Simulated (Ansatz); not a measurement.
# C₂H₇InO₃: up Jacob's ladder to CCSD(T)

The task here is to estimate one member of a computed series from the others.

Program: Ansatz 0.2.0, Gaussian basis. Level of theory: functionals in def2-TZVPP, the program's frozen cores in correlated methods. These are calculated values, not measurements.

The runs, in order: LDA (SPW92), PBE-D4, revPBE-D4, BLYP-D4, r2SCAN-D4, B97M-V, PBE0-D4, B3LYP-D4, r2SCANh-D4, r2SCAN0-D4, HSE06-D4, BHLYP-D4, CAM-B3LYP-D4, LC-ωPBE, ωB97X-V, ωB97M-V, B2PLYP, PBE-QIDH; CCSD(T)/def2-SVP; MP2/def2-TZVPP; MP2/def2-QZVPP; RPA on PBE.

### Structure used throughout

The geometry comes from an earlier relaxation with PBE0-D4 in a triple-zeta def2 set; it is a stationary point, not always the lowest conformer. In takes the def2 core potential; no spin-orbit term is included.

SMILES `C[O][In]([OH])[O]C`, 13 atoms, charge 0, spin multiplicity 1.

Atoms are counted from 1 here; the program's logs count them from 0.

Bond lengths: C1–O2 1.408 Å, C1–H7 1.097 Å, C1–H8 1.097 Å, C1–H9 1.095 Å, O2–In3 1.971 Å, In3–O4 1.974 Å, In3–O5 1.971 Å, O4–H10 0.961 Å, O5–C6 1.408 Å, C6–H11 1.097 Å, C6–H12 1.095 Å, C6–H13 1.097 Å. Angles: O2–C1–H7 112.8°, O2–C1–H8 112.7°, O2–C1–H9 108.0°, H7–C1–H8 107.7°, H7–C1–H9 107.7°, H8–C1–H9 107.7°, C1–O2–In3 122.0°, O2–In3–O4 119.7°, O2–In3–O5 119.8°, O4–In3–O5 120.5°, In3–O4–H10 111.7°, In3–O5–C6 122.0°, O5–C6–H11 112.7°, O5–C6–H12 108.0°, O5–C6–H13 112.7°, H11–C6–H12 107.7°, H11–C6–H13 107.7°, H12–C6–H13 107.7°.

Geometry (Å):

```
C    -1.51462    0.93524   -2.04020
O    -0.42681    0.04159   -2.04994
In    0.51354   -0.47831   -0.39699
O     2.03486   -1.73188   -0.49140
O    -0.07420    0.25486    1.33563
C     0.56150   -0.08747    2.54431
H    -2.35487    0.57491   -1.43334
H    -1.24016    1.93200   -1.67234
H    -1.87026    1.04596   -3.06990
H     2.21209   -2.00879   -1.39429
H     0.50708   -1.16146    2.76302
H     0.05302    0.44408    3.35547
H     1.61911    0.20457    2.56487
```

Set-up of the first run:

Input file in.yaml:

```yaml
crystal:
  periodic: [false, false, false]
  atoms:
    - {symbol: C, position_ang: [-1.514621, 0.935242, -2.040197]}
    - {symbol: O, position_ang: [-0.426808, 0.041592, -2.049938]}
    - {symbol: In, position_ang: [0.513542, -0.478307, -0.396989]}
    - {symbol: O, position_ang: [2.034862, -1.731884, -0.491401]}
    - {symbol: O, position_ang: [-0.074199, 0.254859, 1.335635]}
    - {symbol: C, position_ang: [0.561504, -0.087469, 2.544305]}
    - {symbol: H, position_ang: [-2.354869, 0.574914, -1.433342]}
    - {symbol: H, position_ang: [-1.240156, 1.932002, -1.672345]}
    - {symbol: H, position_ang: [-1.870256, 1.045956, -3.069899]}
    - {symbol: H, position_ang: [2.212086, -2.008790, -1.394291]}
    - {symbol: H, position_ang: [0.507083, -1.161461, 2.763016]}
    - {symbol: H, position_ang: [0.053019, 0.444080, 3.355474]}
    - {symbol: H, position_ang: [1.619110, 0.204568, 2.564872]}
basis:
  gaussian: {orbitals: def2-TZVPP}
hamiltonian: {xc: lda}
output: {orbitals: {seedname: orbitals}}
```

Command:

```bash
$ ansatz run in.yaml --threads 4 --pin off --events-out ev --progress --plain --max-ram 11315MiB
```

Among the steps run: LDA; PBE-D4 (GGA); revPBE-D4 (GGA); BLYP-D4 (GGA); r2SCAN-D4 (meta-GGA); B97M-V (meta-GGA); B3LYP-D4 (hybrid); r2SCANh-D4 (hybrid); r2SCAN0-D4 (hybrid); HSE06-D4 (hybrid); BHLYP-D4 (hybrid); CAM-B3LYP-D4 (range-separated); LC-ωPBE (range-separated); ωB97X-V (range-separated); ωB97M-V (range-separated); B2PLYP (double hybrid); PBE-QIDH (double hybrid).

One of the session's tables, all rows but one given; the rest of the session is left out.

It belongs to the step «Orbital energies across the functionals». 

```
  functional  HOMO (eV)  LUMO (eV)  gap (eV)
 LDA (SPW92)          ?          ?         ?
      PBE-D4      -6.09      -2.75      3.33
   revPBE-D4      -6.02      -2.61      3.40
     BLYP-D4      -6.01      -2.73      3.28
   r2SCAN-D4      -6.40      -2.53      3.87
      B97M-V      -6.51      -2.69      3.82
     PBE0-D4      -7.65      -1.84      5.81
    B3LYP-D4      -7.42      -2.19      5.23
  r2SCANh-D4      -6.99      -2.20      4.79
  r2SCAN0-D4      -7.88      -1.71      6.17
    HSE06-D4      -7.24      -2.21      5.03
    BHLYP-D4      -9.19      -1.01      8.18
CAM-B3LYP-D4      -9.12      -0.91      8.21
     LC-ωPBE     -10.45       0.48     10.92
     ωB97X-V     -10.13       0.24     10.36
     ωB97M-V     -10.07       0.03     10.10
```

Estimate the missing values for LDA (SPW92).

As computed: HOMO (eV): -6.26; LUMO (eV): -3.07; gap (eV): 3.18. In the column «HOMO (eV)» it lies between r2SCAN-D4 (-6.40) and PBE-D4 (-6.09).
